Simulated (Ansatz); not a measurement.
# BrCl₂H₂In (built from SMILES [Cl][In]([Cl])[Br].[H][H]): search for a transition state

Aim: find the saddle point of a four-centre ligand exchange that is to form In1–H6, Br2–H5 and break In1–Br2, H5–H6, prove it by its vibrations, and relax downhill on both sides to see what it joins.

Method: PBE0-D4, def2-SVP first, then def2-TZVP; program: Ansatz 0.2.0, Gaussian basis.

143 further runs of the same task are left out: 143 set aside as unsound or not needed. Runs told in other sessions of the task aren't counted.

## (1) The system as given

The guess: 6 atoms, charge 0, spin multiplicity 1.

Atoms are counted from 1 here; the program's logs count them from 0.

Bond lengths: In1–Br2 2.776 Å, In1–Cl3 2.291 Å, In1–Cl4 2.291 Å, In1–H6 1.891 Å, Br2–H5 1.751 Å. Angles: Br2–In1–Cl3 108.7°, Br2–In1–Cl4 108.7°, Br2–In1–H6 71.3°, Cl3–In1–Cl4 121.3°, Cl3–In1–H6 117.0°, Cl4–In1–H6 117.0°, In1–Br2–H5 54.9°.

As a file:

```xyz
6
charge 0, multiplicity 1
In   -0.3300    0.0071   -0.5762
Br    0.5728   -0.9964    1.8492
Cl    0.5830   -1.2354   -2.2711
Cl   -2.5912    0.3491   -0.4348
H     0.9799    0.5762    1.1963
H     0.7855    1.2995    0.2366
```

Distances that are to change: In1–H6 1.89 Å, Br2–H5 1.75 Å, In1–Br2 2.78 Å, H5–H6 1.22 Å.

## (2) Constrained relaxation of the guess

Input file hold/in.yaml:

```yaml
crystal:
  periodic: [false, false, false]
  atoms:
    - {symbol: In, position_ang: [-0.330000, 0.007100, -0.576200]}
    - {symbol: Br, position_ang: [0.572800, -0.996400, 1.849200]}
    - {symbol: Cl, position_ang: [0.583000, -1.235400, -2.271100]}
    - {symbol: Cl, position_ang: [-2.591200, 0.349100, -0.434800]}
    - {symbol: H, position_ang: [0.979900, 0.576200, 1.196300]}
    - {symbol: H, position_ang: [0.785500, 1.299500, 0.236600]}
basis:
  gaussian: {orbitals: def2-SVP}
hamiltonian: {xc: pbe0, dispersion: d4}
relax: {f_tol: 0.04, max_steps: 150, escape_saddle: false, constraints: [{distance: [0, 5]}, {distance: [1, 4]}, {distance: [0, 1]}, {distance: [4, 5]}]}
```

On the command line:

```console
ansatz run in.yaml --threads 8 --pin off --events-out ev --progress --plain --max-ram 19148MiB
```

Further steps of the session: A starting Hessian; Saddle search in the small basis; Saddle search in triple zeta; Vibrations at the point found; Relaxing after a step of 0.30 Å one way along the mode; Relaxing after a step of 0.30 Å the other way along the mode.

Before running it: what results should come out? Wanted: imaginary mode; barrier from the start side; barrier from the end side; energy of the step; pairs that change; zero-point energy at the saddle.

As calculated:

| quantity | value |
| --- | --- |
| imaginary mode | 1012i cm⁻¹ |
| barrier from the start side | 136.5 kJ/mol |
| barrier from the end side | 57.4 kJ/mol |
| energy of the step | +79.1 kJ/mol |
| pairs that change | In1–H6 formed, Br2–H5 formed, In1–Br2 loosened, H5–H6 broken |
| zero-point energy at the saddle | 0.389 eV |

**Reading.** One imaginary mode, 1012i cm⁻¹, makes this a first-order saddle. The two relaxations end on the structures that were planned. A bond meant to break is only loosened at the end: the products stay bound as an adduct. At PBE0-D4/def2-TZVP the electronic barrier is 136.5 kJ/mol, about 55 kT at 298 K, and the step runs 79.1 kJ/mol uphill. With so stiff a mode tunnelling counts: Wigner's rough correction is a factor of 2.0 at 298 K. A step off the saddle overshot and began above it in energy, so the link to its end is likely but not proven. The ends are the nearest minima, not always the lowest complexes.
